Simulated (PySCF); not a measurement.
# Pt2 (Pt2): the cost of one run

Program: PySCF 2.14.0. Level of theory: PBE, Pt def2-SVP with ECP60; scalar-relativistic core potentials, no spin–orbit coupling. These are calculated values, not measurements.

2 further runs of the same task are left out: 1 for a known fault of the program, 1 that didn't finish.

### Step 1. Where the work starts

2 atoms, charge 0, spin multiplicity 3.

Bond lengths: Pt1–Pt2 2.355 Å.

As a file:

```xyz
2

Pt    0.00000    0.00000    1.17759
Pt    0.00000    0.00000   -1.17759
```

An earlier session relaxed this geometry at PBE, Pt def2-SVP with ECP60 (triplet, point group D∞h).

Its energy there is -238.722360 Eh.

### Step 2. Multiplicity 1 at the relaxed geometry

run.py (the lines that set the calculation) reads:

```python
mol = gto.M(atom='''
Pt     0.00000     0.00000     1.17759
Pt     0.00000     0.00000    -1.17759''',
    basis={'Pt': 'def2-SVP'},
    ecp={'Pt': 'def2-SVP'},
    charge=0, spin=0)
mf = dft.RKS(mol, xc='PBE')
mf.grids.atom_grid = (50, 194)
mf = mf.density_fit()  # fitting sets: Pt def2-universal-JKFIT
mf.conv_tol = 1e-08; mf.max_cycle = 55
mf.kernel(dm0)  # dm0: free metal ions and neutral atoms
```

Launch:

```sh
$ OMP_NUM_THREADS=2 python run.py
```

**Question.** How long does this run take on 2 threads of Arm Neoverse V1, shared host?

About 9.2 s.
